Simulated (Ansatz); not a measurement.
**RPA@PBE0/aug-cc-pVDZ run of [SiCl3]+ (SMILES Cl[Si+](Cl)Cl)**

What is the vertical singlet–triplet gap of [SiCl3]+ at RPA@PBE0/aug-cc-pVDZ? 

The calculation is run with Ansatz 0.2.0.

1 further run of the same task is left out (it didn't finish).

**1. The system as given**

[SiCl3]+: 4 atoms, total charge +1, spin state singlet. SMILES: `Cl[Si+](Cl)Cl`. Geometry: relaxed at PBE0-D4/def2-TZVP.

Bond lengths: Cl1–Si2 1.947 Å, Si2–Cl3 1.947 Å, Si2–Cl4 1.947 Å. Angles: Cl1–Si2–Cl3 120.0°, Cl1–Si2–Cl4 120.0°, Cl3–Si2–Cl4 120.0°.

**2. A single-point energy at RPA@PBE0/aug-cc-pVDZ**

Input file in.yaml:

```yaml
basis:
  gaussian:
    orbitals: aug-cc-pVDZ
crystal:
  periodic: [false, false, false]
  atoms:
    - symbol: Cl
      position_ang: [-1.556000, -0.622300, 0.990900]
    - symbol: Si
      position_ang: [-0.000000, -0.000100, -0.000100]
    - symbol: Cl
      position_ang: [1.772000, -0.669600, 0.449500]
    - symbol: Cl
      position_ang: [-0.216000, 1.292000, -1.440300]
total_charge: 1
hamiltonian:
  xc: {name: PBE0}
correlation:
  method: rpa
  frozen_orbitals: {Cl: 5, Si: 5}
accuracy: high
```

The run is started by

```sh
$ ansatz run in.yaml --threads 1 --pin off --max-ram 3480MiB --events-out events.jsonl --progress --plain --runs-dir runs
```

Output:

```text
Warning: RAYON_NUM_THREADS=1 ignored (pool sized by the plan → 1); use --threads N
Functional definition: PBE0
  name "PBE0"
  parameter a = 0.25
  parameter kappa = 0.804
  parameter beta = 0.06672455060314922
  exchange = (1 - a)*pbe_x(kappa = kappa, mu = beta*pi^2/3) + a*exact_x
  correlation = pbe_c(beta = beta)
2143 factors; integrals over basis functions are off by at most 3.2e-9 eV
mean field evaluation 1: about -45423.4107 eV, gradient 2.5e1 eV
mean field evaluation 2: about -45423.6181 eV, gradient 2.5e1 eV
mean field evaluation 4: about -45425.0833 eV, gradient 5.1e0 eV
mean field evaluation 8: about -45425.1596 eV, gradient 2.1e-2 eV
mean field evaluation 16: about -45425.1596 eV, gradient 8.1e-7 eV
mean field -45425.15964233 eV, -1669.3438265765 hartree, gradient 5.3e-8 eV, S^2 0.000000; 0 other end points of the search recorded, 0 dependent functions left out
20 core orbitals not correlated: weight in the atoms' cores, before any rotation towards them, 1.000 or more for the frozen orbitals, at most 0.000 for the correlated occupied ones
reference -45368.43987969 eV, -1667.2594137455 hartree; 12, 12 occupied and 76, 76 virtual orbitals, 2143 factors
Total energy: -45388.24852740 eV, -1667.9873681220 hartree
```

Wall time 22 s (1 thread of Arm Neoverse V2, shared host); peak memory 0.41 GiB.

**3. The triplet at the same level**

Input file input.yaml:

```yaml
basis:
  gaussian: {orbitals: aug-cc-pVDZ}
crystal:
  periodic: [false, false, false]
  atoms:
    - {symbol: Cl, position_ang: [-1.556000, -0.622300, 0.990900]}
    - {symbol: Si, position_ang: [-0.000000, -0.000100, -0.000100]}
    - {symbol: Cl, position_ang: [1.772000, -0.669600, 0.449500]}
    - {symbol: Cl, position_ang: [-0.216000, 1.292000, -1.440300]}
correlation: {method: rpa, frozen_orbitals: {Cl: 5, Si: 5}}
magnetization: {spin_polarized: true, initial_magnetization: 2}
accuracy: high
hamiltonian: {xc: {name: PBE0}}
total_charge: 1
```

The run is started by

```sh
$ ansatz run input.yaml --threads 1 --pin off --max-ram 3480MiB --events-out events.jsonl --progress --plain --runs-dir runs
```

Output, cut to the lines that bear on the results:

```text
Warning: RAYON_NUM_THREADS=1 ignored (pool sized by the plan → 1); use --threads N
[... 2 set-up lines as earlier in the session ...]
[...]
2143 factors; integrals over basis functions are off by at most 3.2e-9 eV
[...]
mean field -45419.80319034 eV, -1669.1469805965 hartree, gradient 2.7e-8 eV, S^2 2.009427; 7 other end points of the search recorded, 0 dependent functions left out
20 core orbitals not correlated: weight in the atoms' cores, before any rotation towards them, 1.000 or more for the frozen orbitals, at most 0.000 for the correlated occupied ones
reference -45361.89170485 eV, -1667.0187727586 hartree; 13, 11 occupied and 75, 77 virtual orbitals, 2143 factors
Total energy: -45382.69960202 eV, -1667.7834488755 hartree
```

Run time: 50 s. Hardware: 1 thread of Arm Neoverse V2, shared host; peak memory 0.6 GiB.

**4. What came out**

Level: RPA@PBE0/aug-cc-pVDZ, 20 core orbitals frozen.

```
                                        quantity           value
                           singlet: total energy  -1667.98737 Eh
       singlet: RPA correlation energy (valence)      -728.0 mEh
                           triplet: total energy  -1667.78345 Eh
       triplet: RPA correlation energy (valence)      -764.7 mEh
      triplet: ⟨S²⟩ of the reference determinant           2.009
vertical energy of the triplet above the singlet        5.549 eV
```

At this shape the triplet lies 5.55 eV (535 kJ/mol) above the singlet.
